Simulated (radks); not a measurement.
# Be⁺ in [He] 2s0.75 3s0.25: an all-electron calculation

What are the levels of the beryllium ion Be+, how large are its shells, and how does its energy divide?

Program: radks (a radial shooting solver on a logarithmic mesh, Libxc functionals) version 1. Level of theory: scalar-relativistic Kohn-Sham, LDA (Slater exchange, Perdew-Wang correlation), spin-unpolarised, spherical densities, point nucleus. These are calculated values, not measurements, unless marked.

### Step 1. The system

| Quantity | Value |
| --- | --- |
| element | beryllium (Z = 4) |
| charge | +1 |
| electrons | 3 |
| configuration | [He] 2s0.75 3s0.25 |

### Step 2. Self-consistent calculation

Input:

```text
Z 4
configuration [He] 2s0.75 3s0.25
relativity scalar-relativistic
functional lda,pw
spin unpolarised
nucleus point
c 137.035999084
```

What does the calculation give?

**Answer**, as computed:

| quantity | value |
| --- | --- |
| total energy | -14.00843 hartree |
| exchange-correlation share of it | 16.09 % |
| −T/E | 0.9922 |
| highest occupied level | 3s, -4.573 eV |
| most extended occupied level | 3s, <r> = 6.16 bohr |
| radius at density 0.001 e/bohr³ | 3.30 bohr |
| maxima of the radial density | 2 |

3 principal shells are occupied and 2 maxima appear in the radial density; where shells overlap, one shows as a shoulder or not at all. This is not the tabulated ground configuration, so its levels and sizes aren't those of the ground state, and no measured value stands beside it.
